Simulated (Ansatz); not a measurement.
# C3H12AlN: one species, many methods

An exercise on one series of results from a longer session: the logs are not shown, and one member is left open.

Method: functionals in def2-TZVPP, the program's frozen cores in correlated methods; program: Ansatz 0.2.0, Gaussian basis.

Plan: LDA (SPW92), PBE-D4, revPBE-D4, BLYP-D4, r2SCAN-D4, B97M-V, PBE0-D4, B3LYP-D4, r2SCANh-D4, r2SCAN0-D4, HSE06-D4, BHLYP-D4, CAM-B3LYP-D4, LC-ωPBE, ωB97X-V, ωB97M-V, B2PLYP, PBE-QIDH; CCSD(T)/def2-SVP; CCSD(T)/def2-TZVPP; MP2/def2-QZVPP; extrapolation to the limit; RPA on PBE.

## Structure used throughout

The geometry comes from an earlier relaxation with PBE0-D4 in a triple-zeta def2 set; it is a stationary point, not always the lowest conformer.

SMILES `C[NH2+][AlH-]([CH3])[CH3]`, 17 atoms, charge 0, spin multiplicity 1.

Atoms are counted from 1 here; the program's logs count them from 0.

Bond lengths: C1–N2 1.469 Å, C1–H6 1.092 Å, C1–H7 1.089 Å, C1–H8 1.089 Å, N2–Al3 2.062 Å, N2–H9 1.016 Å, N2–H10 1.016 Å, Al3–C4 1.979 Å, Al3–C5 1.979 Å, Al3–H11 1.614 Å, C4–H12 1.096 Å, C4–H13 1.096 Å, C4–H14 1.096 Å, C5–H15 1.096 Å, C5–H16 1.096 Å, C5–H17 1.096 Å. Angles: N2–C1–H6 112.4°, N2–C1–H7 108.8°, N2–C1–H8 108.8°, H6–C1–H7 109.3°, H6–C1–H8 109.3°, H7–C1–H8 108.2°, C1–N2–Al3 115.6°, C1–N2–H9 110.4°, C1–N2–H10 110.4°, Al3–N2–H9 106.9°, Al3–N2–H10 106.9°, H9–N2–H10 106.0°, N2–Al3–C4 101.7°, N2–Al3–C5 101.7°, N2–Al3–H11 96.7°, C4–Al3–C5 117.9°, C4–Al3–H11 116.6°, C5–Al3–H11 116.6° and more.

Coordinates:

```
atom     x (Å)     y (Å)     z (Å)
  C1   0.36376   1.04367  -1.62677
  N2   1.03418   0.93929  -0.32366
 Al3   0.16546  -0.35525   1.02550
  C4   0.29079  -2.08037   0.06399
  C5  -1.62829   0.44841   1.25517
  H6   0.86677   1.74174  -2.29958
  H7   0.33624   0.05689  -2.08734
  H8  -0.66233   1.37319  -1.46818
  H9   1.07831   1.84863   0.12640
 H10   1.99680   0.63843  -0.44309
 H11   1.22240  -0.11692   2.22223
 H12  -0.00119  -2.90562   0.72309
 H13   1.30771  -2.30959  -0.27565
 H14  -0.36859  -2.13841  -0.80934
 H15  -1.59149   1.51009   1.52622
 H16  -2.26071   0.35796   0.36482
 H17  -2.16871  -0.05235   2.06629
```

Set-up of the first run:

File in.yaml:

```yaml
crystal:
  periodic: [false, false, false]
  atoms:
    - {symbol: C, position_ang: [0.363760, 1.043667, -1.626772]}
    - {symbol: N, position_ang: [1.034184, 0.939294, -0.323662]}
    - {symbol: Al, position_ang: [0.165461, -0.355253, 1.025504]}
    - {symbol: C, position_ang: [0.290787, -2.080368, 0.063987]}
    - {symbol: C, position_ang: [-1.628290, 0.448412, 1.255165]}
    - {symbol: H, position_ang: [0.866765, 1.741740, -2.299576]}
    - {symbol: H, position_ang: [0.336240, 0.056892, -2.087339]}
    - {symbol: H, position_ang: [-0.662328, 1.373195, -1.468176]}
    - {symbol: H, position_ang: [1.078305, 1.848633, 0.126400]}
    - {symbol: H, position_ang: [1.996795, 0.638425, -0.443088]}
    - {symbol: H, position_ang: [1.222399, -0.116917, 2.222226]}
    - {symbol: H, position_ang: [-0.001191, -2.905624, 0.723091]}
    - {symbol: H, position_ang: [1.307706, -2.309594, -0.275652]}
    - {symbol: H, position_ang: [-0.368587, -2.138408, -0.809341]}
    - {symbol: H, position_ang: [-1.591487, 1.510092, 1.526225]}
    - {symbol: H, position_ang: [-2.260714, 0.357959, 0.364822]}
    - {symbol: H, position_ang: [-2.168706, -0.052345, 2.066287]}
basis:
  gaussian: {orbitals: def2-TZVPP}
hamiltonian: {xc: lda}
output: {orbitals: {seedname: orbitals}}
```

Run with:

```
ansatz run in.yaml --threads 4 --pin off --events-out ev --progress --plain --max-ram 11315MiB
```

Among the steps run: LDA; PBE-D4 (GGA); revPBE-D4 (GGA); BLYP-D4 (GGA); r2SCAN-D4 (meta-GGA); B97M-V (meta-GGA); PBE0-D4 (hybrid); B3LYP-D4 (hybrid); r2SCANh-D4 (hybrid); r2SCAN0-D4 (hybrid); HSE06-D4 (hybrid); BHLYP-D4 (hybrid); CAM-B3LYP-D4 (range-separated); LC-ωPBE (range-separated); ωB97X-V (range-separated); ωB97M-V (range-separated); B2PLYP (double hybrid); PBE-QIDH (double hybrid).

One of the session's tables, all rows but one given; the rest of the session is left out.

It belongs to the step «Frontier levels by functional». 

| functional | HOMO (eV) | gap (eV) |
| --- | --- | --- |
| LDA (SPW92) | -5.75 | 4.95 |
| PBE-D4 | -5.62 | 4.97 |
| revPBE-D4 | -5.56 | 4.99 |
| BLYP-D4 | -5.48 | 4.81 |
| r2SCAN-D4 | -5.87 | 5.90 |
| B97M-V | -5.98 | 5.49 |
| PBE0-D4 | -6.89 | 7.07 |
| B3LYP-D4 | -6.66 | 6.50 |
| r2SCANh-D4 | -6.35 | 6.62 |
| r2SCAN0-D4 | -7.06 | 7.69 |
| HSE06-D4 | -6.48 | 6.30 |
| BHLYP-D4 | -8.07 | 8.86 |
| CAM-B3LYP-D4 | -8.27 | 9.22 |
| LC-ωPBE | -9.66 | 11.93 |
| ωB97X-V | ? | ? |
| ωB97M-V | -9.15 | 10.74 |

Q: Estimate the row for ωB97X-V from the others.

As computed: HOMO (eV): -9.30; gap (eV): 11.34. In the column «HOMO (eV)» it lies between LC-ωPBE (-9.66) and ωB97M-V (-9.15).
